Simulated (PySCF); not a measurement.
# CH10N2OSi4: the cost of one run

Computed with PySCF 2.14.0 and routines of our own; the level stands in each step. Atoms count from 0.

## 1. The system as given

18 atoms, charge 0, multiplicity 1; geometry from: GFN2-xTB.

## 2. Magnetic properties: GIAO HF/pcSseg-1

What the job is given:

```
{"job": {"kind": "mag", "xc": "HF", "basis": "pcSseg-1", "isotopologues": 2}, "charge": 0, "multiplicity": 1}
N      0.183688     2.887389     0.699287
C     -0.810768     2.316370     0.653798
Si    -2.346250     1.255433     0.580152
Si    -1.688048    -0.963014     0.322388
Si    -0.374407    -1.438036    -1.516976
O      1.063448    -0.731396    -1.317102
Si     2.462084    -0.490684    -0.522481
N      2.073196     0.360323     0.918538
H     -3.054626     1.673547     1.799276
H     -3.084284     1.849749    -0.544597
H     -2.957729    -1.719761     0.257565
H     -1.108724    -1.377829     1.613999
H     -0.138257    -2.869829    -1.745461
H     -0.868314    -0.835643    -2.761349
H      3.280141     0.170740    -1.537269
H      2.993295    -1.782748    -0.095590
H      2.800781     0.469378     1.606003
H      1.566014     1.232330     0.838203
```

Method: GIAO HF/pcSseg-1 magnetisability, rotational g tensor and spin-rotation constants, non-relativistic, gas phase.

On the command line:

```console
OMP_NUM_THREADS=1 python excited_run.py task.json out
```

The driver reads the jobs from task.json and runs them one after another.

**Question.** How long does this first job take on 1 thread of Arm Neoverse V1, shared host, and how much memory does it need?

About 30 s, with a peak of 0.91 GiB.
